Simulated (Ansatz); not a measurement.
# C2H4FNOSi: basis-set convergence

One table from this session's results is given with a row withheld; the runs are named, their logs left out.

Computed with Ansatz 0.2.0, Gaussian basis. Level: one geometry, several basis sets.

The runs, in order: PBE0-D4/def2-SVP; ωB97M-V/def2-SVP; PBE0-D4/def2-QZVPP; ωB97M-V/def2-QZVPP; the functionals' def2-TZVPP values are taken from earlier runs.

## Structure used throughout

An earlier PBE0-D4 in a triple-zeta def2 set relaxation fixed the geometry.

10 atoms, charge 0, spin multiplicity 1.

Atoms are counted from 1 here; the program's logs count them from 0.

Bond lengths: C1–O2 1.418 Å, C1–H7 1.089 Å, C1–H8 1.094 Å, C1–H9 1.092 Å, O2–Si3 1.606 Å, Si3–F4 1.585 Å, Si3–C5 1.853 Å, Si3–H10 1.465 Å, C5–N6 1.151 Å. Angles: O2–C1–H7 107.8°, O2–C1–H8 111.2°, O2–C1–H9 110.4°, H7–C1–H8 109.0°, H7–C1–H9 109.1°, H8–C1–H9 109.3°, C1–O2–Si3 127.8°, O2–Si3–F4 112.8°, O2–Si3–C5 108.8°, O2–Si3–H10 109.2°, F4–Si3–C5 104.8°, F4–Si3–H10 109.8°, C5–Si3–H10 111.4°, Si3–C5–N6 177.6°.

Set-up of the first run:

Contents of in.yaml:

```yaml
crystal:
  periodic: [false, false, false]
  atoms:
    - {symbol: C, position_ang: [0.084232, -1.083189, -1.145845]}
    - {symbol: O, position_ang: [0.586712, -0.835974, 0.157184]}
    - {symbol: Si, position_ang: [0.081582, 0.261355, 1.215369]}
    - {symbol: F, position_ang: [-1.369165, -0.048255, 1.774460]}
    - {symbol: C, position_ang: [-0.080356, 1.892884, 0.352344]}
    - {symbol: N, position_ang: [-0.145765, 2.893706, -0.213161]}
    - {symbol: H, position_ang: [0.818180, -1.689659, -1.675349]}
    - {symbol: H, position_ang: [-0.067762, -0.148956, -1.694039]}
    - {symbol: H, position_ang: [-0.860421, -1.629014, -1.093014]}
    - {symbol: H, position_ang: [1.035861, 0.335804, 2.325052]}
basis:
  gaussian: {orbitals: def2-SVP}
hamiltonian: {xc: pbe0, dispersion: d4}
output: {orbitals: {seedname: orbitals}}
```

Run with:

```sh
ansatz run in.yaml --threads 4 --pin off --events-out ev --progress --plain --max-ram 10444MiB
```

Among the steps run: PBE0-D4 in def2-SVP; ωB97M-V in def2-SVP; PBE0-D4 in def2-QZVPP; ωB97M-V in def2-QZVPP.

One table of the session follows, with a row left open; its other results are not shown here.

It belongs to the step «Density functionals: the series». 

```
functional       basis  HOMO (eV)
   PBE0-D4    def2-SVP      -9.37
   PBE0-D4  def2-TZVPP      -9.48
   PBE0-D4  def2-QZVPP      -9.50
   ωB97M-V    def2-SVP     -11.77
   ωB97M-V  def2-TZVPP          ?
   ωB97M-V  def2-QZVPP     -11.92
```

Q: Estimate the row for ωB97M-V, def2-TZVPP from the others.

As computed: HOMO (eV): -11.90. In the column «HOMO (eV)» it lies between ωB97M-V, def2-QZVPP (-11.92) and ωB97M-V, def2-SVP (-11.77).
